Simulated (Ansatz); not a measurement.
# C13H22: the cost of one run

Method: the settings change from run to run; program: Ansatz 0.2.0, Gaussian basis.

4 further runs of the same task are left out: 4 that didn't finish.

## Step 1: The geometry

The structure was relaxed beforehand with PBE-D4/def2-SVP.

SMILES `C#CCCCCCCCCCC=C`, 35 atoms, charge 0, spin multiplicity 1.

Atoms are counted from 1 here; the program's logs count them from 0.

Bond lengths: C1–C2 1.224 Å, C1–H14 1.082 Å, C2–C3 1.462 Å, C3–C4 1.549 Å, C3–H15 1.112 Å, C3–H16 1.112 Å, C4–C5 1.534 Å, C4–H17 1.112 Å, C4–H18 1.110 Å, C5–C6 1.531 Å, C5–H19 1.112 Å, C5–H20 1.112 Å, C6–C7 1.532 Å, C6–H21 1.114 Å, C6–H22 1.110 Å, C7–C8 1.537 Å, C7–H23 1.112 Å, C7–H24 1.113 Å and more. Angles: C2–C1–H14 179.0°, C1–C2–C3 177.0°, C2–C3–C4 114.4°, C2–C3–H15 108.0°, C2–C3–H16 109.7°, C4–C3–H15 109.6°, C4–C3–H16 109.3°, H15–C3–H16 105.4°, C3–C4–C5 114.5°, C3–C4–H17 107.4°, C3–C4–H18 108.9°, C5–C4–H17 110.5°, C5–C4–H18 108.8°, H17–C4–H18 106.3°, C4–C5–C6 115.0°, C4–C5–H19 108.4°, C4–C5–H20 109.0°, C6–C5–H19 108.1° and more.

Geometry (Å):

```
atom    x (Å)    y (Å)    z (Å)
  C1   0.9591   2.4163  -0.6674
  C2   1.8126   1.6335  -1.0638
  C3   2.7927   0.6422  -1.5042
  C4   3.5224  -0.0925  -0.3517
  C5   2.6024  -0.5909   0.7697
  C6   1.4188  -1.4445   0.3057
  C7   0.4598  -1.8096   1.4437
  C8  -0.8742  -2.4218   0.9880
  C9  -1.6850  -1.5619   0.0029
 C10  -1.9511  -0.1268   0.4696
 C11  -2.7820   0.6907  -0.5343
 C12  -3.0533   2.0955  -0.0775
 C13  -2.6964   3.2155  -0.7323
 H14   0.1922   3.0990  -0.3270
 H15   2.2679  -0.0988  -2.1470
 H16   3.5436   1.1270  -2.1654
 H17   4.0836  -0.9409  -0.7999
 H18   4.2832   0.5885   0.0847
 H19   2.1993   0.2927   1.3118
 H20   3.2098  -1.1531   1.5125
 H21   1.7794  -2.3685  -0.2016
 H22   0.8556  -0.8748  -0.4629
 H23   0.9618  -2.5087   2.1481
 H24   0.2557  -0.8919   2.0389
 H25  -0.6872  -3.4144   0.5215
 H26  -1.4947  -2.6247   1.8888
 H27  -2.6555  -2.0675  -0.1980
 H28  -1.1668  -1.5260  -0.9813
 H29  -2.4680  -0.1439   1.4562
 H30  -0.9895   0.4043   0.6366
 H31  -2.2638   0.7103  -1.5176
 H32  -3.7529   0.1681  -0.7016
 H33  -3.5818   2.1920   0.8911
 H34  -2.9275   4.2164  -0.3342
 H35  -2.1699   3.1691  -1.7018
```

## Step 2: revPBE/def2-mTZVP

This run has D3(BJ) with three-body dispersion.

Contents of in.yaml:

```yaml
crystal:
  periodic: [false, false, false]
  atoms:
    - {symbol: C, position_ang: [0.959101, 2.416317, -0.667385]}
    - {symbol: C, position_ang: [1.812560, 1.633549, -1.063777]}
    - {symbol: C, position_ang: [2.792672, 0.642230, -1.504249]}
    - {symbol: C, position_ang: [3.522409, -0.092457, -0.351733]}
    - {symbol: C, position_ang: [2.602366, -0.590912, 0.769730]}
    - {symbol: C, position_ang: [1.418821, -1.444472, 0.305675]}
    - {symbol: C, position_ang: [0.459820, -1.809570, 1.443697]}
    - {symbol: C, position_ang: [-0.874151, -2.421818, 0.988020]}
    - {symbol: C, position_ang: [-1.685034, -1.561893, 0.002897]}
    - {symbol: C, position_ang: [-1.951064, -0.126786, 0.469580]}
    - {symbol: C, position_ang: [-2.781989, 0.690658, -0.534292]}
    - {symbol: C, position_ang: [-3.053349, 2.095523, -0.077451]}
    - {symbol: C, position_ang: [-2.696438, 3.215547, -0.732290]}
    - {symbol: H, position_ang: [0.192192, 3.098986, -0.326953]}
    - {symbol: H, position_ang: [2.267904, -0.098753, -2.147042]}
    - {symbol: H, position_ang: [3.543576, 1.127000, -2.165401]}
    - {symbol: H, position_ang: [4.083566, -0.940904, -0.799881]}
    - {symbol: H, position_ang: [4.283159, 0.588450, 0.084658]}
    - {symbol: H, position_ang: [2.199259, 0.292718, 1.311786]}
    - {symbol: H, position_ang: [3.209800, -1.153140, 1.512486]}
    - {symbol: H, position_ang: [1.779364, -2.368541, -0.201614]}
    - {symbol: H, position_ang: [0.855594, -0.874831, -0.462937]}
    - {symbol: H, position_ang: [0.961835, -2.508659, 2.148087]}
    - {symbol: H, position_ang: [0.255678, -0.891895, 2.038865]}
    - {symbol: H, position_ang: [-0.687180, -3.414391, 0.521482]}
    - {symbol: H, position_ang: [-1.494728, -2.624678, 1.888786]}
    - {symbol: H, position_ang: [-2.655450, -2.067500, -0.198030]}
    - {symbol: H, position_ang: [-1.166772, -1.526046, -0.981323]}
    - {symbol: H, position_ang: [-2.468048, -0.143904, 1.456199]}
    - {symbol: H, position_ang: [-0.989540, 0.404264, 0.636556]}
    - {symbol: H, position_ang: [-2.263812, 0.710324, -1.517611]}
    - {symbol: H, position_ang: [-3.752881, 0.168091, -0.701604]}
    - {symbol: H, position_ang: [-3.581821, 2.192028, 0.891061]}
    - {symbol: H, position_ang: [-2.927495, 4.216367, -0.334181]}
    - {symbol: H, position_ang: [-2.169915, 3.169095, -1.701832]}
basis:
  gaussian: {orbitals: def2-mTZVP}
hamiltonian: {xc: {name: revPBE}, dispersion: d3bjatm}
output: {forces: true}
```

Command:

```console
$ ansatz run in.yaml --threads 4 --pin off --events-out ev --progress --plain --max-ram 6963MiB
```

What time and memory should one allow on 4 threads of Arm Neoverse V2, shared host?

About 11 s, with a peak of 0.77 GiB.
